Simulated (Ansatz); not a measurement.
# [SiF3]− (SMILES F[Si-](F)F) at 6 levels

We compute a comparison of 6 runs (UHF/STO-3G, BLYP/STO-3G, CAM-B3LYP/STO-3G, PBE/STO-3G, SVWN5/STO-3G, CCSDTQ/STO-3G) of [SiF3]−. 

The calculation is run with Ansatz 0.2.0.

5 further runs of the same task are left out: 4 that didn't finish, 1 set aside as unsound or not needed.

## 1. The structure to begin with

[SiF3]−: 4 atoms, total charge -1, spin state singlet. SMILES: `F[Si-](F)F`. The F4–Si1 distance was set to 2.545 Å, away from the relaxed value. At this shape a bond of the SMILES string is far longer than usual.

Bond lengths: Si1–F2 1.693 Å, Si1–F3 1.696 Å. Angles: F2–Si1–F3 93.7°. A long bond or contact: Si1–F4 2.545 Å.

## 2. A single-point energy at UHF/STO-3G (run 1)

File in.yaml:

```yaml
crystal:
  periodic: [false, false, false]
  atoms:
    - {symbol: Si, position_ang: [0.361558, 0.621182, 1.140223]}
    - {symbol: F, position_ang: [1.794338, 0.584452, 0.238223]}
    - {symbol: F, position_ang: [-0.321282, 1.865662, 0.212363]}
    - {symbol: F, position_ang: [-0.736530, -1.225060, -0.225300]}
basis:
  gaussian: {orbitals: STO-3G}
total_charge: -1
magnetization: {spin_polarized: true}
hamiltonian: {xc: hf}
accuracy: high
```

Command:

```console
$ ansatz run in.yaml --threads 1 --pin off --max-ram 2610MiB --events-out events.jsonl --progress --plain --runs-dir runs
```

Standard output:

```text
Warning: RAYON_NUM_THREADS=1 ignored (pool sized by the plan → 1); use --threads N
Functional definition: HF
  name "HF"
  exchange = exact_x
  correlation = 0
437 factors; integrals over basis functions are off by at most 3.3e-8 eV
mean field evaluation 1: about -15763.9283 eV, gradient 1.4e1 eV
mean field evaluation 2: about -15763.9997 eV, gradient 1.4e1 eV
mean field evaluation 4: about -15767.3547 eV, gradient 9.9e-1 eV
mean field evaluation 8: about -15767.3695 eV, gradient 3.1e-2 eV
mean field evaluation 16: about -15767.6754 eV, gradient 1.9e0 eV
mean field evaluation 32: about -15768.0631 eV, gradient 1.3e0 eV
mean field evaluation 64: about -15766.7164 eV, gradient 6.6e0 eV
mean field evaluation 96: about -15767.0785 eV, gradient 6.3e-1 eV
mean field evaluation 128: about -15767.3695 eV, gradient 1.6e-3 eV
mean field -15768.27063658 eV, -579.4732577766 hartree, gradient 1.6e-8 eV, S^2 0.709886; 3 other end points of the search recorded, 0 dependent functions left out
reference -15768.27063658 eV, -579.4732577766 hartree; 21, 21 occupied and 3, 3 virtual orbitals, 437 factors
Total energy: -15768.27063658 eV, -579.4732577766 hartree
```

Run time: 0.18 s. Hardware: 1 thread of AMD EPYC 9R45 (Zen 5), shared host.

## 3. A single-point energy at BLYP/STO-3G (run 2)

File job.yaml:

```yaml
crystal:
  periodic: [false, false, false]
  atoms:
    - {symbol: Si, position_ang: [0.361558, 0.621182, 1.140223]}
    - {symbol: F, position_ang: [1.794338, 0.584452, 0.238223]}
    - {symbol: F, position_ang: [-0.321282, 1.865662, 0.212363]}
    - {symbol: F, position_ang: [-0.736530, -1.225060, -0.225300]}
basis:
  gaussian:
    orbitals: STO-3G
total_charge: -1
hamiltonian:
  xc: {name: BLYP}
accuracy: high
```

Command:

```console
$ ansatz run job.yaml --threads 1 --pin off --max-ram 2610MiB --events-out events.jsonl --progress --plain --runs-dir runs
```

Standard output:

```text
Warning: RAYON_NUM_THREADS=1 ignored (pool sized by the plan → 1); use --threads N
Functional definition: BLYP
  name "BLYP"
  parameter beta = 0.0042
  parameter a = 0.04918
  parameter b = 0.132
  parameter c = 0.2533
  parameter d = 0.349
  exchange = b88_x(beta = beta)
  correlation = lyp_c(a = a, b = b, c = c, d = d)
437 factors; integrals over basis functions are off by at most 3.3e-8 eV
mean field evaluation 1: about -15806.0433 eV, gradient 1.8e1 eV
mean field evaluation 2: about -15444.0290 eV, gradient 1.3e2 eV
mean field evaluation 4: about -15807.5688 eV, gradient 1.4e1 eV
mean field evaluation 8: about -15807.7824 eV, gradient 1.5e1 eV
mean field evaluation 16: about -15809.0681 eV, gradient 1.2e-7 eV
mean field -15809.06813537 eV, -580.9725382037 hartree, gradient 1.3e-8 eV, S^2 0.000000; 0 other end points of the search recorded, 0 dependent functions left out
reference -15809.06816404 eV, -580.9725392572 hartree; 21, 21 occupied and 3, 3 virtual orbitals, 437 factors
Total energy: -15809.06816404 eV, -580.9725392572 hartree
```

Run time: 0.52 s. Hardware: 1 thread of AMD EPYC 9R45 (Zen 5), shared host; peak memory 0.12 GiB.

Runs 3 to 4 aren't shown in full; the table further down has their settings and results.

## 4. The energy at SVWN5/STO-3G (run 5)

job.yaml, as its differences from that of step 3:

```diff
@@ -8,7 +8,5 @@
 basis:
-  gaussian:
-    orbitals: STO-3G
+  gaussian: {orbitals: STO-3G}
 total_charge: -1
-hamiltonian:
-  xc: {name: BLYP}
+hamiltonian: {xc: {name: SVWN5}}
 accuracy: high
```

Command:

```console
$ ansatz run job.yaml --threads 1 --pin off --max-ram 2610MiB --events-out events.jsonl --progress --plain --runs-dir runs
```

Standard output:

```text
Warning: RAYON_NUM_THREADS=1 ignored (pool sized by the plan → 1); use --threads N
Functional definition: SVWN5
  name "SVWN5"
  exchange = slater_x
  correlation = vwn5_c
437 factors; integrals over basis functions are off by at most 3.3e-8 eV
mean field evaluation 1: about -15723.6757 eV, gradient 2.0e1 eV
mean field evaluation 2: about -15362.6402 eV, gradient 1.3e2 eV
mean field evaluation 4: about -15725.0151 eV, gradient 1.5e1 eV
mean field evaluation 8: about -15725.0558 eV, gradient 1.4e1 eV
mean field evaluation 16: about -15726.8363 eV, gradient 1.6e-7 eV
mean field -15726.83628760 eV, -577.9505735367 hartree, gradient 2.3e-8 eV, S^2 0.000000; 0 other end points of the search recorded, 0 dependent functions left out
reference -15726.83628881 eV, -577.9505735813 hartree; 21, 21 occupied and 3, 3 virtual orbitals, 437 factors
Total energy: -15726.83628881 eV, -577.9505735813 hartree
```

Run time: 0.32 s. Hardware: 1 thread of AMD EPYC 9R45 (Zen 5), shared host; peak memory 0.11 GiB.

## 5. The energy at CCSDTQ/STO-3G (run 6)

File molecule.yaml:

```yaml
crystal:
  periodic: [false, false, false]
  atoms:
    - {symbol: Si, position_ang: [0.361558, 0.621182, 1.140223]}
    - {symbol: F, position_ang: [1.794338, 0.584452, 0.238223]}
    - {symbol: F, position_ang: [-0.321282, 1.865662, 0.212363]}
    - {symbol: F, position_ang: [-0.736530, -1.225060, -0.225300]}
basis:
  gaussian:
    orbitals: STO-3G
total_charge: -1
correlation:
  method: ccsdtq
  frozen_orbitals: {F: 1, Si: 5}
accuracy: high
scf:
  omitted_lower_state_checks: [cluster_reference, increment]
```

Command:

```console
$ ansatz run molecule.yaml --threads 1 --pin off --max-ram 2610MiB --events-out events.jsonl --progress --plain --runs-dir runs
```

Standard output:

```text
Warning: RAYON_NUM_THREADS=1 ignored (pool sized by the plan → 1); use --threads N
[... 11 lines left out ...]
8 core orbitals not correlated: weight in the atoms' cores, before any rotation towards them, 1.000 or more for the frozen orbitals, at most 0.000 for the correlated occupied ones
[... 44 lines left out ...]
WARN: these amplitudes may be one of several solutions (largest doubles amplitude 0.35, level shift 1.37 eV)
Total energy: -15770.66672602 eV, -579.5613124395 hartree
Checks for a lower state left out: cluster_reference, increment
```

Wall time 14 s (1 thread of AMD EPYC 9R45 (Zen 5), shared host); peak memory 0.32 GiB.

## 6. All runs side by side

```
run             level  frozen core orbitals  energy (Eh)  wall time
  1        UHF/STO-3G                     –  -579.473258     0.18 s
  2       BLYP/STO-3G                     –  -580.972539     0.52 s
  3  CAM-B3LYP/STO-3G                     –  -580.945517     0.52 s
  4        PBE/STO-3G                     –  -580.649052     0.52 s
  5      SVWN5/STO-3G                     –  -577.950574     0.32 s
  6     CCSDTQ/STO-3G                     8  -579.561312       14 s
```

## 7. Outcome

| quantity | value |
| --- | --- |
| run 6: total energy | -579.56131 Eh |
| run 6: correlation energy (8 core orbitals frozen) | -121.2 mEh |
| run 6: T1 diagnostic | 0.034 |

In words: Totals of different functionals can't be ranked against each other. In run 6 the log says that unrestricted orbitals would lower the reference, so the values rest on an unstable closed-shell determinant (other closed-shell runs at this shape may share the fault). In runs 1, 2, 3, 4, 5, 6 the basis is minimal, so the values are rough. Spin contamination of the reference: run 1 ⟨S²⟩ = 0.71. Where it is this large, the reference is a mixture of spin states, and values that rest on it are in doubt. All runs together took 16 s, the longest 14 s.
